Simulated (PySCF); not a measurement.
**BeP⁺ (triplet) at other levels of theory**

What do other methods print for BeP⁺ (triplet)?

Method: each script names its method and basis; program: PySCF 2.14.0.

8 further runs of the same task are left out: 8 that didn't finish.

### Step 1. Where the work starts

BeP⁺ (triplet): 2 atoms, charge 1, spin multiplicity 3.

Bond lengths: Be1–P2 2.231 Å.

### Step 2. The run that the others are compared with

Input file input.py:

```python
from pyscf import gto, scf, mcscf

mol = gto.M(
    atom='Be 0 0 0; P 0 0 2.231',
    basis='lanl2dz',
    ecp={'P': 'lanl2dz'},
    charge=1,
    spin=2,
    verbose=4,
)
mf = scf.ROHF(mol)
mf = mf.density_fit(auxbasis='def2-universal-jkfit')
mf.kernel()
mc = mcscf.CASSCF(mf, 6, 6)
mc.kernel()
mc.analyze()
mf.dip_moment()
print('orbital energies (hartree):', mf.mo_energy[..., max(0, mol.nelec[1]-3):mol.nelec[0]+3].round(4))
```

Started as:

```sh
$ python input.py
```

### Step 3. RHF

Variant 1 changes SCF type: ROHF → RHF.

input.py: that of step 2 with these lines changed.

```diff
@@ -10,3 +10,3 @@
 )
-mf = scf.ROHF(mol)
+mf = scf.RHF(mol)
 mf = mf.density_fit(auxbasis='def2-universal-jkfit')
```

### Step 4. EOM-IP

Variant 2 changes step after the SCF: casscf → eomip; number of roots: none → 3.

input.py: that of step 2 with these lines changed.

```diff
@@ -1,2 +1,2 @@
-from pyscf import gto, scf, mcscf
+from pyscf import gto, scf, cc
 
@@ -13,5 +13,6 @@
 mf.kernel()
-mc = mcscf.CASSCF(mf, 6, 6)
-mc.kernel()
-mc.analyze()
+mycc = cc.CCSD(mf)
+mycc.kernel()
+e = mycc.ipccsd(nroots=3)[0]
+print('roots (eV) =', (e*27.211386).round(3))
 mf.dip_moment()
```

### Step 5. CCSD(T)

Variant 3 changes step after the SCF: casscf → ccsd(t).

input.py: that of step 2 with these lines changed.

```diff
@@ -1,2 +1,2 @@
-from pyscf import gto, scf, mcscf
+from pyscf import gto, scf, cc
 
@@ -13,5 +13,5 @@
 mf.kernel()
-mc = mcscf.CASSCF(mf, 6, 6)
-mc.kernel()
-mc.analyze()
+mycc = cc.CCSD(mf)
+mycc.kernel()
+mycc.ccsd_t()
 mf.dip_moment()
```

Q: Predict the outcome of this session. Wanted: for each run, E(SCF); from base; after the SCF.

**Answer**, as computed:

| run | E(SCF) (hartree) | from base (eV) | cycles | after the SCF |
| --- | --- | --- | --- | --- |
| base | -20.609295 | 0 | 9 | CASSCF correlation -0.905 eV |
| RHF | -20.609295 | 0.0000 | 9 | CASSCF correlation -0.905 eV |
| EOM-IP | -20.609295 | 0.0000 | 9 | CCSD correlation -1.566 eV, first root 15.38 eV |
| CCSD(T) | -20.609295 | 0.0000 | 9 | CCSD(T) correlation -1.629 eV |

In words: With RHF the SCF ends at the base energy.
